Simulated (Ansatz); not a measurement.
# Scandium, beta-Sn type under r²SCAN: from relaxation to bulk modulus

Aim: take scandium in the beta-Sn type structure, relax it, solve it on a dense k-mesh, switch on spin-orbit coupling, then scale the cell to 7 volumes from 88 to 112 % of the relaxed one and try a fit of the equation of state. The k-meshes are 11×11×8 for the relaxation; 19×19×17 for the dense run; 12×12×10 for spin-orbit coupling; 13×13×12 for the volumes.

Computed with Ansatz 0.2.0 (DFT r2SCAN, plane waves (500 eV) with PAW, scalar-relativistic; PBE-made PAW files, unless a step says otherwise).

### 1 The structure to begin with

It takes space group I4_1/amd (No. 141, tetragonal). The conventional cell has a = 5.772 Å, b = 5.772 Å, c = 3.152 Å, α = 90.00°, β = 90.00°, γ = 90.00°. Sc (site symmetry -4m2) has 6 Sc at 2.99 to 3.15 Å as nearest neighbours.

Coordinates:

```
Sc
1.0
    -2.88612    2.88612    1.57582
     2.88612   -2.88612    1.57582
     2.88612    2.88612   -1.57582
Sc
2
Direct
  0.00000 0.00000 0.00000
  0.75000 0.25000 0.50000
```

### 2 Geometry optimisation

Contents of input.yaml:

```yaml
crystal:
  lattice:
    - [-2.8861208363, 2.8861208363, 1.5758219766]
    - [2.8861208363, -2.8861208363, 1.5758219766]
    - [2.8861208363, 2.8861208363, -1.5758219766]
  atoms:
    - { symbol: Sc, position: [0.0, 0.0, 0.0] }
    - { symbol: Sc, position: [0.75, 0.25, 0.5] }
hamiltonian:
  xc: r2scan
  pseudopotentials:
    kind: paw
    azcp:
      Sc: "pseudopotentials/Sc.paw.azcp"
basis:
  ecutwfc: 500
  fft_grid_basis: typed
kpoints:
  mp_grid: { grid: [11, 11, 8], shift: [0, 0, 0] }
magnetization:
  spin_polarized: false
scf:
  occupations: { method: fermi_dirac, width: 0.1 }
relax:
  max_steps: 60
  f_tol: 0.01
  cell: {}
```

On the command line:

```
$ ansatz run input.yaml --threads 1 --pin off --max-ram 3584MiB --backend cpu --events-out ev --progress --plain --runs-dir out
```

Further steps of the session: Single point on a dense mesh; A two-component run at the same geometry; Volume × 0.88; Volume × 0.92; Volume × 0.96; Volume × 1.0; Volume × 1.04; Volume × 1.08; Volume × 1.12.

**Question.** What will these runs give? Wanted: space group; conventional cell; volume; shortest distance; gap on the mesh; highest ELF outside the cores; V₀, B₀, B₀′.

As calculated:

```
                      quantity                                   value
space group (spins left aside)                           Fddd (No. 70)
             conventional cell  a = 3.101 Å, b = 6.015 Å, c = 10.675 Å
                        volume                          24.887 Å³/atom
             shortest distance                                 3.101 Å
               gap on the mesh            none (levels filled in part)
 highest ELF outside the cores      0.71, 1.99 Å from the nearest atom
                   V₀, B₀, B₀′             24.818 Å³/atom, 53 GPa, 3.0
```

**Reading.** From the guessed start the volume shrank by 5.2 % in 20 steps. What began as beta-Sn type has relaxed into Fddd. What follows belongs to that structure, not to the type named at the start. The mesh has less symmetry than the lattice, which may have let the distortion in. No gap shows: it is a metal or semimetal at this level. Totals with and without spin-orbit coupling (+0.67 eV/atom apart) can't be read as binding, since the two-component data shift the zero of energy. B₀ comes out at 53 GPa; letting shape and positions relax at each volume could only lower it.
